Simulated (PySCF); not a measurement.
# MoSe4: the cost of one run

Programs: PySCF 2.14.0, with routines of our own; each step states its level. All values are computed. Atoms count from 0.

### Step 1. The starting structure

5 atoms, charge -2, multiplicity 1; geometry from: GFN2-xTB.

### Step 2. Optimising the geometry at PBE0-D3(BJ)/def2-SVP

The job: settings as JSON, then the geometry in Å.

```
{"job": {"xc": "PBE0", "basis": "def2-SVP", "d3": "d3bj", "grid": 1, "maxiter": 30, "shake": 0.01, "kind": "geom"}, "charge": -2, "multiplicity": 1}
Se     0.097030    -0.015800     2.302460
Mo    -0.003990    -0.003760    -0.006200
Se    -0.349890     2.145630    -0.777910
Se    -1.697600    -1.340950    -0.712790
Se     1.988030    -0.819090    -0.843450
```

Started as:

```console
OMP_NUM_THREADS=1 python heavy_run.py task.json out
```

One launch serves the whole session: the jobs run in the order shown.

**Question.** How long does this first job take on 1 thread of Arm Neoverse V1, shared host, and how much memory does it need?

About 3.2 min, with a peak of 0.94 GiB.
